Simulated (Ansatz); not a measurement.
**PBE/def2-SVP (core potential) run of SnHCl3O (SMILES [OH][Sn]([Cl])([Cl])[Cl])**

Aim: the electronic atomisation energy of SnHCl3O at PBE/def2-SVP (core potential), from 5 runs. 

Program for the calculation: Ansatz 0.2.0.

80 further runs of the same task are left out: 6 that didn't finish, 74 set aside as unsound or not needed.

## 1. The molecule

The species is SnHCl3O (6 atoms), meant as a singlet with charge 0. As SMILES, `[OH][Sn]([Cl])([Cl])[Cl]`. The coordinates come from a PBE0-D4/def2-TZVP relaxation.

Bond lengths: O1–Sn2 1.932 Å, Sn2–Cl3 2.281 Å, Sn2–Cl4 2.296 Å, Sn2–Cl5 2.296 Å, O1–H6 0.962 Å. Angles: O1–Sn2–Cl3 106.3°, O1–Sn2–Cl4 110.7°, O1–Sn2–Cl5 110.6°, Cl3–Sn2–Cl4 110.5°, Cl3–Sn2–Cl5 110.6°, Cl4–Sn2–Cl5 108.2°, Sn2–O1–H6 113.2°.

## 2. The energy at PBE/def2-SVP (core potential)

The input, job.yaml:

```yaml
crystal:
  periodic: [false, false, false]
  atoms:
    - {symbol: O, position_ang: [-0.674300, 0.477500, 1.363600]}
    - {symbol: Sn, position_ang: [0.251900, -0.201000, -0.189900]}
    - {symbol: Cl, position_ang: [1.931200, -1.529700, 0.595300]}
    - {symbol: Cl, position_ang: [-1.175400, -1.411300, -1.519500]}
    - {symbol: Cl, position_ang: [1.105000, 1.525900, -1.439200]}
    - {symbol: H, position_ang: [-1.396100, 1.074500, 1.143600]}
basis:
  gaussian:
    orbitals: def2-SVP
hamiltonian:
  xc: {name: PBE}
accuracy: high
output:
  orbitals: {seedname: orbitals}
```

On the command line:

```sh
ansatz run job.yaml --threads 1 --pin off --max-ram 3480MiB --events-out events.jsonl --progress --plain --runs-dir runs
```

What it wrote:

```text
Warning: RAYON_NUM_THREADS=1 ignored (pool sized by the plan → 1); use --threads N
Functional definition: PBE
  name "PBE"
  parameter kappa = 0.804
  parameter beta = 0.06672455060314922
  exchange = pbe_x(kappa = kappa, mu = beta*pi^2/3)
  correlation = pbe_c(beta = beta)
2082 factors; integrals over basis functions are off by at most 3.4e-9 eV
mean field evaluation 1: about -45428.6137 eV, gradient 6.0e1 eV
mean field evaluation 2: about -45320.1743 eV, gradient 1.8e2 eV
mean field evaluation 4: about -45434.5357 eV, gradient 1.8e1 eV
mean field evaluation 8: about -45435.3900 eV, gradient 1.7e-1 eV
mean field evaluation 16: about -45435.3901 eV, gradient 3.8e-5 eV
mean field -45435.39011659 eV, -1669.7197895712 hartree, gradient 3.5e-8 eV, S^2 0.000000; 0 other end points of the search recorded, 0 dependent functions left out
reference -45435.39012020 eV, -1669.7197897036 hartree; 41, 41 occupied and 58, 58 virtual orbitals, 2082 factors
Total energy: -45435.39012020 eV, -1669.7197897036 hartree
```

Wall time 9.3 s (1 thread of Arm Neoverse V1, shared host); peak memory 0.26 GiB.

## 3. The Cl atom

The input, molecule.yaml:

```yaml
basis:
  gaussian: {orbitals: def2-SVP}
crystal:
  periodic: [false, false, false]
  atoms:
    - {symbol: Cl, position_ang: [0.000000, 0.000000, 0.000000]}
magnetization: {spin_polarized: true, initial_magnetization: 1}
hamiltonian: {xc: pbe}
accuracy: high
```

Run the same way, it converges to -459.79702 Eh (log not shown).

## 4. The H atom, same level

The input, run.yaml:

```yaml
basis:
  gaussian: {orbitals: def2-SVP}
crystal:
  periodic: [false, false, false]
  atoms:
    - {symbol: H, position_ang: [0.000000, 0.000000, 0.000000]}
magnetization: {spin_polarized: true, initial_magnetization: 1}
hamiltonian: {xc: pbe}
accuracy: high
```

Run the same way, it converges to -0.49863 Eh (log not shown).

## 5. The O atom at the same level

The input, input.yaml:

```yaml
crystal:
  periodic: [false, false, false]
  atoms:
    - {symbol: O, position_ang: [0.000000, 0.000000, 0.000000]}
basis:
  gaussian:
    orbitals: def2-SVP
magnetization:
  spin_polarized: true
  initial_magnetization: 2
hamiltonian:
  xc: pbe
accuracy: high
```

Run the same way, it converges to -74.91467 Eh (log not shown).

## 6. The Sn atom, same level

The input, job.yaml:

```yaml
crystal:
  periodic: [false, false, false]
  atoms:
    - symbol: Sn
      position_ang: [0.000000, 0.000000, 0.000000]
basis:
  gaussian: {orbitals: def2-SVP}
magnetization: {spin_polarized: true, initial_magnetization: 2}
hamiltonian: {xc: {name: PBE}}
accuracy: high
```

Run the same way, it converges to -214.24400 Eh (log not shown).

## 7. What came out

Level: PBE/def2-SVP (core potential).

| quantity | value |
| --- | --- |
| molecule: total energy | -1669.71979 Eh |
| molecule: HOMO energy | -7.70 eV |
| molecule: LUMO energy | -3.50 eV |
| molecule: HOMO–LUMO gap | 4.20 eV |
| Cl atom: total energy | -459.79702 Eh |
| Cl atom: ⟨S²⟩ | 0.752 |
| H atom: total energy | -0.49863 Eh |
| H atom: ⟨S²⟩ | 0.750 |
| O atom: total energy | -74.91467 Eh |
| O atom: ⟨S²⟩ | 2.002 |
| Sn atom: total energy | -214.24400 Eh |
| Sn atom: ⟨S²⟩ | 2.002 |
| electronic atomisation energy | 18.270 eV |

In words: Taking the molecule apart into free atoms costs 18.27 eV (1763 kJ/mol), before zero-point energy and without spin-orbit coupling.
